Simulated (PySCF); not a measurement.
# C2O7V ([VO(CO3)2]2-): the cost of one run

Programs: PySCF 2.14.0, with routines of our own; each step states its level. All values are computed. Atoms count from 0.

## (1) The system as given

10 atoms, charge -2, states of the metal's open shell are computed; geometry from: GFN2-xTB.

## (2) Ligand-field states: state-averaged CASSCF in water

What the job is given:

```
{"job": {"kind": "lf", "basis": {"metal": "x2c-TZVPall", "ligand": "x2c-SVPall"}, "nevpt": true, "tol": 5, "solvent": "water"}, "charge": -2, "metal": "V", "open_shell": "d1"}
V      0.000000     0.000000     0.000000
O     -0.752261    -1.312709     0.002687
O      1.887205    -0.172138     0.218596
C      1.706497     0.697020     1.155724
O      2.544994     1.548629     1.469078
O      0.562139     0.599211     1.726480
O     -1.086968     1.551015    -0.209247
C     -0.236808     1.839737    -1.136700
O      0.085083     2.995127    -1.433284
O      0.238383     0.779500    -1.717455
```

With the program's defaults for keys left out, this is: state-averaged CASSCF of the metal d shell, SC-NEVPT2 on the averaged canonical orbitals, state-interaction spin-orbit coupling.

Launch:

```
$ OMP_NUM_THREADS=1 python lf_run.py task.json out
```

The driver reads the jobs from task.json and runs them one after another.

Q: Estimate the wall time and peak memory of this first job on 1 thread of Arm Neoverse V1, shared host.

About 20 s, with a peak of 0.42 GiB.
